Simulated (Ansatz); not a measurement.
## B₃F₂H₃, SMILES BB(F)BF: a single point in a Gaussian basis

Computed with the Ansatz DFT code, driven from Python.

The script, `energy.py`:
```python
"""Single point of B3F2H3."""

from pathlib import Path

import ansatz as az

params = {
    "basis_set": "def2-SVP",
    "level": "rpa",
}

geometry_ang = [
    ("B", [-0.0636, 1.3472, 0.4022]),
    ("B", [0.5303, -0.1321, 0.2563]),
    ("F", [1.7763, -0.4192, 0.8561]),
    ("B", [-0.1953, -1.3091, -0.5765]),
    ("F", [-1.5438, -1.0542, -1.2102]),
    ("H", [0.4715, 2.2452, 0.9832]),
    ("H", [-1.1273, 1.6458, -0.1022]),
    ("H", [0.244, -2.3807, -0.6646]),
]
geometry = az.Crystal.molecule()
for symbol, xyz in geometry_ang:
    geometry = geometry.atom(symbol, xyz)

model = geometry.calculation()
model = model.basis(gaussian=params["basis_set"]).correlation(params["level"])
model = model.orbitals()
out = model.run(threads=1, runs_dir="out")
report = out.report

print("reference energy %16.6f eV" % report["reference_energy_ev"])
print("total energy     %16.6f eV" % report["free_energy_ev"])
print("occupied orbitals outside the frozen core (up, down):", report["n_occupied"], " frozen:", report["n_frozen"], " virtual:", report["n_virtual"])

parts = report["correlation"]
for name in ("random_phase", "coupled_cluster", "perturbative"):
    if name in parts:
        print(f"{name:16s} {parts[name]['energy']['hartree']:12.7f} Ha")
if "second_order" in parts:
    pair = parts["second_order"]
    print(f"MP2 same spin {pair['same_spin']['hartree']:.7f} Ha, opposite spin {pair['opposite_spin']['hartree']:.7f} Ha")

lines = Path(report["orbitals_path"]).read_text().splitlines()
field_of = lambda key: [line.split("=")[1].strip() for line in lines if line.startswith(key)]
orbitals = [(27.211386 * float(e), s, float(n)) for e, s, n in zip(field_of("Ene="), field_of("Spin="), field_of("Occup="))]
homo = max(e for e, _, n in orbitals if n > 0.5)
lumo = min(e for e, _, n in orbitals if n < 0.5)
print(f"HOMO {homo:.3f} eV, LUMO {lumo:.3f} eV, gap {lumo - homo:.3f} eV")
```

Output of `python energy.py`:
```text
reference energy     -7468.085956 eV
total energy         -7487.141947 eV
occupied orbitals outside the frozen core (up, down): [13, 13]  frozen: 5  virtual: [67, 67]
random_phase       -0.7002948 Ha
HOMO -11.999 eV, LUMO -0.734 eV, gap 11.265 eV
```

What to keep in mind:
- Total energies depend on the basis set; only differences at equal settings carry meaning.
- The geometry is a force-field or estimated start, not a minimum of this method, and the basis set is short of its limit.
- Levels such as HOMO and LUMO are orbital energies: in Hartree-Fock the gap is too wide and the LUMO hangs on the basis.
- The whole script took 1.2 s on 1 thread of Arm Neoverse V2, on a shared host, peak memory 0.19 GiB.
